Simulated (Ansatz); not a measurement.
A first try at a scan of ordered alloys across composition of Nb-Ti mixtures, using Ansatz's Python interface.

`alloy.py`
```python
"""Ordered Nb-Ti cells across composition, after relaxing atoms and volume at fixed cell shape."""

from collections import Counter
import csv
import warnings

import ansatz as az
import numpy as np


def fcc(a_site, a):
    return (
        az.Lattice.fcc(a)
        .space_group(225)
        .atom(a_site, (0, 0, 0))
        .primitive()
    )

A_FIRST, A_LAST = 4.19, 4.13


def run_phase(name, crystal):
    calc = (
        crystal.calculation()
        .basis(41 * az.Ry)
        .scf(tolerance=1e-07, max_iterations=95)
        .functional("pbesol")
        .kpoints(spacing=0.33)
        .occupations("fixed")
        .band_table()
    )
    calc = calc.relax(force_tolerance=0.03, max_steps=30, fix_cell=["shape"])
    return calc.run()


def volume_per_atom(outcome):
    return abs(np.linalg.det(outcome.lattice.cell_ang)) / len(outcome.lattice.sites)


def counts(outcome):
    return Counter(site.symbol for site in outcome.lattice.sites)

warnings.simplefilter("ignore", az.DeckWarning)

# swap the mixed sites of the conventional cell one by one
phases = {}
for k in range(4 + 1):
    a = A_FIRST + (A_LAST - A_FIRST) * k / 4
    cell = fcc("Nb", a).conventional().resolved()
    sites = [site.position for site in cell.sites if site.symbol == "Nb"]
    for position in sites[:k]:
        cell = cell.substitution("Ti", at=position, replaces="Nb")
    phases[f"Nb{4 - k}Ti{k}"] = cell.resolved()

done = {name: run_phase(name, crystal) for name, crystal in phases.items()}

# x is the share of the second element on the mixed sites; both end members stand on this same lattice
x = {name: counts(o)["Ti"] / (counts(o)["Nb"] + counts(o)["Ti"]) for name, o in done.items()}
first, last = min(x, key=x.get), max(x, key=x.get)
energy = {name: o.report["energy_sigma0_ev"] / len(o.lattice.sites) for name, o in done.items()}
volume = {name: volume_per_atom(o) for name, o in done.items()}
rows = []
for name in sorted(done, key=x.get):
    line = lambda table: (1 - x[name]) * table[first] + x[name] * table[last]
    rows.append((name, x[name], 1000 * (energy[name] - line(energy)), volume[name], 100 * (volume[name] / line(volume) - 1)))
with open("alloy.csv", "w", newline="") as handle:
    writer = csv.writer(handle)
    writer.writerow(["cell", "x(Ti)", "E_mix (meV/atom)", "V (A^3/atom)", "excess V (%)"])
    writer.writerows([round(v, 4) if isinstance(v, float) else v for v in row] for row in rows)
print(open("alloy.csv").read())
```

```console
$ python alloy.py
RunWarning: iter 1: σ=0 fill of 26 bands saw a band overlap (occupied 18.1181 eV > unoccupied 16.8453 eV) — on an unconverged iterate often a transient of an unconverged empty band; one that stands at the close is told there (band_overlap_at_count); if the run fails to converge, the spectrum is likely genuinely metallic at σ=0 — use a smearing of finite width or the tetrahedron method (which not every kind of run takes: see the entry of scf.occupations.method in the input reference), with at least one empty band (raise scf.n_extra_bands, or leave it out; where the count is already the smallest k-point's plane-wave count, raise basis.ecutwfc first)
RunWarning: a fill by count may have filled part of one level: at k-index 9 the highest filled band, 17.928896 eV, and the lowest empty band, 17.928896 eV, stand 1.066e-14 eV apart, within the solve's uncertainty, 3.162e-4 eV. If they are one level, whatever splits it, however little, can move the result. A smearing (`scf.occupations.method` with a `width`) well over the split that the run's distortions make, where the deck can take one, can fill the level evenly. On an open shell (a free atom, a radical) an even fill, a smearing's or one that the run's symmetry operations hold, can lie tenths of an eV above a state that splits the level, and an energy difference taken against it is then off by as much. To look for that state on an open shell, re-run with `crystal.symmetry.detect: false`, without `crystal.symmetry.time_reversal: true` (on a non-collinear deck from a starting moment too), where the deck allows it, and compare the energies; that run can end on one of several states, or fail to converge. If the gap is true, a tighter SCF threshold (`scf.convergence.dr2_threshold`, or `saddle.dr2_threshold`, `phonons.dr2_threshold` by `fd` or `hamiltonian.hubbard.lr.dr2_threshold` [...]
RunWarning: the bands overlap at the fill by count (26 filled at each k-point of a channel): the highest filled level, 18.239800 eV at k-index 3, stands 1.2759 eV over the lowest empty one, 16.963932 eV at k-index 5, so that a fill of the lowest levels lies lower and no gap is reported. A metal, or a carrier in a host's bands, wants a smearing of finite width or the tetrahedron method (`scf.occupations.method`). A defect's level that its images broaden is meant whole, and this fill is then the right one; a shifted mesh or single k-points narrow the overlap
Traceback (most recent call last):
  File "alloy.py", line 55, in <module>
    done = {name: run_phase(name, crystal) for name, crystal in phases.items()}
                  ~~~~~~~~~^^^^^^^^^^^^^^^
  File "alloy.py", line 33, in run_phase
    return calc.run()
           ~~~~~~~~^^
  ...
ansatz.RefusalError: inconsistent input (scf.occupations.method, magnetization): a σ = 0 step fill (method: fixed, or a smearing width below the step floor) cannot realise an odd electron count (51) without a locked total moment — the per-k integer fill puts the same N_el/2 bands in each spin channel; set magnetization.spin_polarized: true with magnetization.spin_locking.lock_magnetization: hard and an odd magnetization.initial_magnetization (the unpaired electron then fills one channel), or use a smearing method with a finite width, such as fermi_dirac
```
(Warnings from the package without file and line, shortened, repeats left out; library frames cut from the traceback.)

Find the fault and give the corrected script.

The fault: fixed occupations with an odd electron count and no spin, which leaves one band half filled. Mended:

```diff
--- before
+++ after
@@ -28,3 +28,3 @@
         .kpoints(spacing=0.33)
-        .occupations("fixed")
+        .occupations("fermi_dirac", width=0.1)
         .band_table()
```

With that change:

```console
$ python alloy.py
cell,x(Ti),E_mix (meV/atom),V (A^3/atom),excess V (%)
Nb4Ti0,0.0,0.0,18.2557,0.0
Nb3Ti1,0.25,-40.9961,17.7771,-0.5032
Nb2Ti2,0.5,-53.0822,17.3379,-0.8034
Nb1Ti3,0.75,-43.1154,16.9731,-0.6819
Nb0Ti4,1.0,0.0,16.7009,0.0
```

Absolute energies stand on the zero of these potentials, so only differences at equal settings mean something. For the metals among these phases the mesh is modest: differences between phases can be off by up to 40 meV an atom. The program warned that this SCF threshold is loose for forces or stresses. Atoms and volume are relaxed with the cell's shape held, which in cells of lower than cubic symmetry can hide stresses and shift volumes. These are small ordered cells, with both end members on the same lattice, which need not be their own; they aren't random solutions. Differences under about 40 meV an atom lie within the error of mesh and functional. The cells are prototypes set up for this calculation and needn't exist. The script silences the warnings on its input, which a real study should read. Finished in 64 s on 1 thread of Arm Neoverse V1, on a shared host, peak memory 0.49 GiB.

(Lines on the test bed's own set-up are left out of the output.)
